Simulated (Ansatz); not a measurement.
**AlClH3NOSi: small, medium and large basis sets**

One table from this session's results is given with a row withheld; the runs are named, their logs left out.

Program: Ansatz 0.2.0, Gaussian basis. Level of theory: one geometry, several basis sets. These are calculated values, not measurements.

The runs, in order: PBE0-D4/def2-SVP; ωB97M-V/def2-SVP; PBE0-D4/def2-QZVPP; ωB97M-V/def2-QZVPP; the functionals' def2-TZVPP values are taken from earlier runs.

## The geometry

The geometry comes from an earlier relaxation with PBE0-D4 in a triple-zeta def2 set; it is a stationary point, not always the lowest conformer.

8 atoms, charge 0, spin multiplicity 1.

Atoms are counted from 1 here; the program's logs count them from 0.

Bond lengths: O1–Si2 1.645 Å, O1–H6 0.959 Å, Si2–N3 1.747 Å, Si2–Al4 2.300 Å, Si2–H7 1.484 Å, N3–Al4 1.781 Å, N3–H8 1.012 Å, Al4–Cl5 2.090 Å. Angles: Si2–O1–H6 116.8°, O1–Si2–N3 118.8°, O1–Si2–Al4 129.6°, O1–Si2–H7 101.4°, N3–Si2–Al4 50.0°, N3–Si2–H7 117.5°, Al4–Si2–H7 128.1°, Si2–N3–Al4 81.3°, Si2–N3–H8 129.8°, Al4–N3–H8 148.7°, Si2–Al4–N3 48.7°, Si2–Al4–Cl5 177.7°, N3–Al4–Cl5 133.2°.

Geometry (Å):

```
O    -0.0772    1.3897    1.6026
Si    0.5217    0.7031    0.2332
N     0.2963   -1.0114   -0.0153
Al   -0.5773   -0.4156   -1.4490
Cl   -1.6352   -1.3704   -2.9776
H    -1.0005    1.2240    1.8018
H     1.9132    1.2187    0.2318
H     0.6512   -1.7952    0.5168
```

The first run:

in.yaml

```yaml
crystal:
  periodic: [false, false, false]
  atoms:
    - {symbol: O, position_ang: [-0.077180, 1.389742, 1.602578]}
    - {symbol: Si, position_ang: [0.521662, 0.703143, 0.233227]}
    - {symbol: N, position_ang: [0.296317, -1.011373, -0.015297]}
    - {symbol: Al, position_ang: [-0.577283, -0.415617, -1.449027]}
    - {symbol: Cl, position_ang: [-1.635171, -1.370389, -2.977627]}
    - {symbol: H, position_ang: [-1.000475, 1.224000, 1.801820]}
    - {symbol: H, position_ang: [1.913175, 1.218717, 0.231841]}
    - {symbol: H, position_ang: [0.651155, -1.795222, 0.516785]}
basis:
  gaussian: {orbitals: def2-SVP}
hamiltonian: {xc: pbe0, dispersion: d4}
output: {orbitals: {seedname: orbitals}}
```

Run with:

```bash
> ansatz run in.yaml --threads 2 --pin off --events-out ev --progress --plain --max-ram 4352MiB
```

Among the steps run: PBE0-D4 in def2-SVP; ωB97M-V in def2-SVP; PBE0-D4 in def2-QZVPP; ωB97M-V in def2-QZVPP.

One of the session's tables, all rows but one given; the rest of the session is left out.

It belongs to the step «Density functionals: the series». 

| functional | basis | HOMO (eV) |
| --- | --- | --- |
| PBE0-D4 | def2-SVP | -6.59 |
| PBE0-D4 | def2-TZVPP | -6.68 |
| PBE0-D4 | def2-QZVPP | -6.71 |
| ωB97M-V | def2-SVP | -8.50 |
| ωB97M-V | def2-TZVPP | ? |
| ωB97M-V | def2-QZVPP | -8.68 |

Estimate the missing values for ωB97M-V, def2-TZVPP.

As computed: HOMO (eV): -8.63. In the column «HOMO (eV)» it lies between ωB97M-V, def2-QZVPP (-8.68) and ωB97M-V, def2-SVP (-8.50).
